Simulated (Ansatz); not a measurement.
**CH6BNO: up Jacob's ladder to CCSD(T)**

One table from this session's results is given with a row withheld; the runs are named, their logs left out.

Method: functionals in def2-TZVPP, the program's frozen cores in correlated methods; program: Ansatz 0.2.0, Gaussian basis.

Levels to be run: LDA (SPW92), PBE-D4, revPBE-D4, BLYP-D4, r2SCAN-D4, B97M-V, PBE0-D4, B3LYP-D4, r2SCANh-D4, r2SCAN0-D4, HSE06-D4, BHLYP-D4, CAM-B3LYP-D4, LC-ωPBE, ωB97X-V, ωB97M-V, B2PLYP, PBE-QIDH; CCSD(T)/def2-SVP; CCSD(T)/def2-TZVPP; MP2/def2-QZVPP; extrapolation to the limit; RPA on PBE.

## Structure used throughout

An earlier PBE0-D4 in a triple-zeta def2 set relaxation fixed the geometry.

SMILES `NCBO`, 10 atoms, charge 0, spin multiplicity 1.

Atoms are counted from 1 here; the program's logs count them from 0.

Bond lengths: N1–C2 1.481 Å, N1–H5 1.013 Å, N1–H6 1.014 Å, C2–B3 1.567 Å, C2–H7 1.093 Å, C2–H8 1.093 Å, B3–O4 1.357 Å, B3–H9 1.208 Å, O4–H10 0.960 Å. Angles: C2–N1–H5 110.4°, C2–N1–H6 110.6°, H5–N1–H6 106.8°, N1–C2–B3 107.1°, N1–C2–H7 108.1°, N1–C2–H8 107.9°, B3–C2–H7 113.1°, B3–C2–H8 113.6°, H7–C2–H8 106.9°, C2–B3–O4 119.4°, C2–B3–H9 120.9°, O4–B3–H9 119.4°, B3–O4–H10 113.3°.

Set-up of the first run:

in.yaml reads:

```yaml
crystal:
  periodic: [false, false, false]
  atoms:
    - {symbol: N, position_ang: [-1.414013, -0.250023, -0.623787]}
    - {symbol: C, position_ang: [-0.269685, -0.840125, 0.108160]}
    - {symbol: B, position_ang: [0.692954, 0.337564, 0.484256]}
    - {symbol: O, position_ang: [1.835406, 0.517590, -0.226142]}
    - {symbol: H, position_ang: [-1.090510, 0.234282, -1.453230]}
    - {symbol: H, position_ang: [-1.888645, 0.436993, -0.048894]}
    - {symbol: H, position_ang: [0.199117, -1.587188, -0.538103]}
    - {symbol: H, position_ang: [-0.665973, -1.375033, 0.975499]}
    - {symbol: H, position_ang: [0.378319, 1.154072, 1.316722]}
    - {symbol: H, position_ang: [2.306231, 1.320669, 0.008319]}
basis:
  gaussian: {orbitals: def2-TZVPP}
hamiltonian: {xc: lda}
output: {orbitals: {seedname: orbitals}}
```

Launch:

```bash
$ ansatz run in.yaml --threads 2 --pin off --events-out ev --progress --plain --max-ram 4352MiB
```

Among the steps run: LDA; PBE-D4 (GGA); revPBE-D4 (GGA); BLYP-D4 (GGA); r2SCAN-D4 (meta-GGA); B97M-V (meta-GGA); B3LYP-D4 (hybrid); r2SCANh-D4 (hybrid); r2SCAN0-D4 (hybrid); HSE06-D4 (hybrid); BHLYP-D4 (hybrid); CAM-B3LYP-D4 (range-separated); LC-ωPBE (range-separated); ωB97X-V (range-separated); ωB97M-V (range-separated); B2PLYP (double hybrid); PBE-QIDH (double hybrid).

One of the session's tables, all rows but one given; the rest of the session is left out.

It belongs to the step «Orbital energies across the functionals». 

```
  functional  HOMO (eV)  gap (eV)
 LDA (SPW92)      -5.33      4.00
      PBE-D4      -5.20      4.15
   revPBE-D4      -5.15      4.21
     BLYP-D4      -5.10      4.16
   r2SCAN-D4          ?         ?
      B97M-V      -5.61      4.85
     PBE0-D4      -6.59      6.50
    B3LYP-D4      -6.37      6.02
  r2SCANh-D4      -5.98      5.64
  r2SCAN0-D4      -6.78      6.92
    HSE06-D4      -6.19      5.71
    BHLYP-D4      -7.95      8.78
CAM-B3LYP-D4      -8.02      8.93
     LC-ωPBE      -9.37     11.52
     ωB97X-V      -9.03     11.04
     ωB97M-V      -8.94     10.66
```

**Question.** Estimate the row for r2SCAN-D4.

Worked estimate for «HOMO (eV)». Against the share of exact exchange, r2SCANh-D4 (0.1, -5.98), r2SCAN0-D4 (0.25, -6.78) give a slope of -5.33 per unit share; at 0 the line stands at -5.45.

The run gave: HOMO (eV): -5.46; gap (eV): 4.78. In «HOMO (eV)» the line misses by +0.01.
